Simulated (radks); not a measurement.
**As⁺ in [Ar] 3d10 4s2 4p1 5p1: an all-electron calculation**

An exercise on one series of results from a longer session: the logs are not shown, and one member is left open.

Method: scalar-relativistic Kohn-Sham, exchange-only r2SCAN, spin-unpolarised, spherical densities, finite nucleus. Code: radks (a radial shooting solver on a logarithmic mesh, Libxc functionals) version 1.

## Starting point

```
element            : arsenic (Z = 33)
charge             : +1
electrons          : 32
configuration      : [Ar] 3d10 4s2 4p1 5p1
nuclear rms radius : 4.0968 fm
```

The outer shells:

As⁺
```
[Ar] core
3d [↑↓][↑↓][↑↓][↑↓][↑↓]
4s [↑↓]
4p [↑ ][  ][  ]
5p [↑ ][  ][  ]
```

Set-up of the first run:

Input:

```text
Z 33
configuration [Ar] 3d10 4s2 4p1 5p1
relativity scalar-relativistic
functional r2scan,
spin unpolarised
nucleus finite rms 4.0968 fm
c 137.035999084
```

Started as:

```sh
$ python run_ks.py task.json out
```

All runs below come from this command, one after another.

Steps of the session up to this table: Self-consistent calculation.

One table of the session follows, with a row left open; its other results are not shown here.

It belongs to the step «Shells». Radial moments (bohr):

| level | <r> | outermost maximum (interpolated) | 90 % within | nodes |
| --- | --- | --- | --- | --- |
| 1s | 0.04550 | 0.0297 | 0.0813 | 0 |
| 2s | ? | ? | ? | ? |
| 2p | 0.1772 | 0.136 | 0.289 | 0 |
| 3s | 0.5970 | 0.521 | 0.891 | 2 |
| 3p | 0.6162 | 0.521 | 0.944 | 1 |
| 3d | 0.6750 | 0.479 | 1.13 | 0 |
| 4s | 1.832 | 1.58 | 2.70 | 3 |
| 4p | 2.177 | 1.83 | 3.27 | 2 |
| 5p | 6.241 | 5.66 | 8.93 | 3 |

Estimate the missing values for 2s.

As computed: <r>: 0.2025; outermost maximum (interpolated): 0.170; 90 % within: 0.313; nodes: 1. In the column «<r>» it lies between 2p (0.1772) and 3s (0.5970).
